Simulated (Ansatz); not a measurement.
# CH₂BrF: geometry and frequencies at several levels

The task here is to estimate one member of a computed series from the others.

Computed with Ansatz 0.2.0 (the levels named in each step, unless a step's input says otherwise).

## The system as given

Bond lengths: F1–C2 1.344 Å, C2–Br3 1.946 Å, C2–H4 1.094 Å, C2–H5 1.092 Å. Angles: F1–C2–Br3 110.0°, F1–C2–H4 109.0°, F1–C2–H5 109.0°, Br3–C2–H4 108.1°, Br3–C2–H5 108.2°, H4–C2–H5 112.6°.

Structure file:

```xyz
5

F    -1.8610    0.8522   -0.0808
C    -1.2622   -0.3416    0.0662
Br    0.6711   -0.1292    0.0057
H    -1.5276   -0.7546    1.0436
H    -1.5594   -0.9921   -0.7589
```

The first run:

Contents of input.yaml:

```yaml
crystal:
  periodic: [false, false, false]
  atoms:
    - { symbol: F, position_ang: [-1.86098, 0.85221, -0.08084] }
    - { symbol: C, position_ang: [-1.26216, -0.3416, 0.06624] }
    - { symbol: Br, position_ang: [0.67114, -0.12924, 0.0057] }
    - { symbol: H, position_ang: [-1.52761, -0.75463, 1.04357] }
    - { symbol: H, position_ang: [-1.55943, -0.99215, -0.75886] }
basis:
  gaussian: { orbitals: def2-SVP }
hamiltonian:
  xc: pbe
  dispersion: d4
relax:
  f_tol: 0.03
  max_steps: 200
```

Started as:

```bash
ansatz run input.yaml --threads 2 --pin off --max-ram 5120MiB --backend cpu --events-out ev --progress --plain --runs-dir out
```

Steps of the session up to this table: A rough first relaxation, PBE-D4/def2-SVP; Relaxation, HF/STO-3G; Frequencies, HF/STO-3G; Relaxation, HF/def2-SVP; Frequencies, HF/def2-SVP; Relaxation, LDA/def2-SVP; Frequencies, LDA/def2-SVP; Relaxation, PBE-D4/def2-SVP; Frequencies, PBE-D4/def2-SVP; Relaxation, PBE0-D4/def2-TZVPP; Relaxation, MP2/def2-TZVPP; Frequencies, MP2/def2-TZVPP.

One of the session's tables, all rows but one given; the rest of the session is left out.

```
             level  F1–C2 (Å)  C2–Br3 (Å)  dipole (D)  highest frequency (cm⁻¹)
         HF/STO-3G     1.3761      1.9256        1.56                      3660
       HF/def2-SVP          ?           ?           ?                         ?
      LDA/def2-SVP     1.3349      1.9365        1.65                      3065
   PBE-D4/def2-SVP     1.3540      1.9651        1.67                      3086
PBE0-D4/def2-TZVPP     1.3513      1.9348        1.76                         -
    MP2/def2-TZVPP     1.3611      1.9219        1.76                      3238
```

Q: Estimate the row for HF/def2-SVP from the others.

The run gave: F1–C2 (Å): 1.3321; C2–Br3 (Å): 1.9342; dipole (D): 2.05; highest frequency (cm⁻¹): 3387. In the column «F1–C2 (Å)» it is the lowest.
